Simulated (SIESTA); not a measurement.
Crystal: Zr3Si.

```
CELL_PARAMETERS angstrom
6.11738 0.00000 0.00000
-3.05869 5.29781 0.00000
0.00000 0.00000 4.97109
ATOMIC_POSITIONS crystal
Zr 0.17273 0.34547 0.25000
Zr 0.17273 0.82727 0.25000
Zr 0.65453 0.82727 0.25000
Zr 0.82727 0.65453 0.75000
Zr 0.82727 0.17273 0.75000
Zr 0.34547 0.17273 0.75000
Si 0.33333 0.66667 0.75000
Si 0.66667 0.33333 0.25000
```

The cell comes from a database or a generator and needn't be the stable form of this composition.

| Quantity | Value |
| --- | --- |
| Program | SIESTA 5.4.2 |
| Task | single point |
| Functional | PBEsol |
| Potentials or basis | PseudoDojo 0.4 standard (PBEsol files) |
| Basis | DZP (energy shift 0.003 Ry; two zetas on semicore shells) |
| Grid cutoff | 800 Ry |
| Energy shift | 0.003 Ry |
| k mesh | 5 × 5 × 6 |
| Occupations | fermi-dirac, width 0.05 eV |
| Spin | no spin polarisation |

On this cell: pressure -3.5 GPa; largest force 0.207 eV/Å; band gap on the k mesh none (metal or under the smearing width).

The same run follows on a disturbed copy (atoms moved at random, drawn with an rms of 0.05 Å):

```
Zr Si
1.0
     6.11738    0.00000    0.00000
    -3.05869    5.29781    0.00000
     0.00000    0.00000    4.97109
Zr Si
6 2
Direct
  0.16569 0.34588 0.24477
  0.16583 0.82116 0.24708
  0.65359 0.81810 0.24896
  0.83478 0.66012 0.74951
  0.83219 0.17461 0.75052
  0.34448 0.17279 0.74638
  0.32776 0.66068 0.74119
  0.66771 0.33659 0.24401
```

Task: What changes?

Result: The energy (extrapolated to zero smearing) moves by +4.2 meV/atom; pressure -3.4 GPa; largest force 0.588 eV/Å; band gap on the k mesh none (metal or under the smearing width).

Forces in eV/Å, atoms in the order of the input:
```
Zr   0.287 -0.511  0.045
Zr   0.000  0.366 -0.044
Zr  -0.201  0.336  0.001
Zr  -0.129 -0.116 -0.050
Zr  -0.119 -0.187 -0.126
Zr   0.067  0.126 -0.049
Si   0.132  0.186  0.134
Si  -0.038 -0.198  0.089
```

Stress tensor (GPa, compression positive):
```
-2.95  0.34  0.02
 0.34 -3.89  0.04
 0.02  0.04 -3.36
```

Caveats: the basis of atomic orbitals isn't converged, which shifts pressures, moduli and gaps.
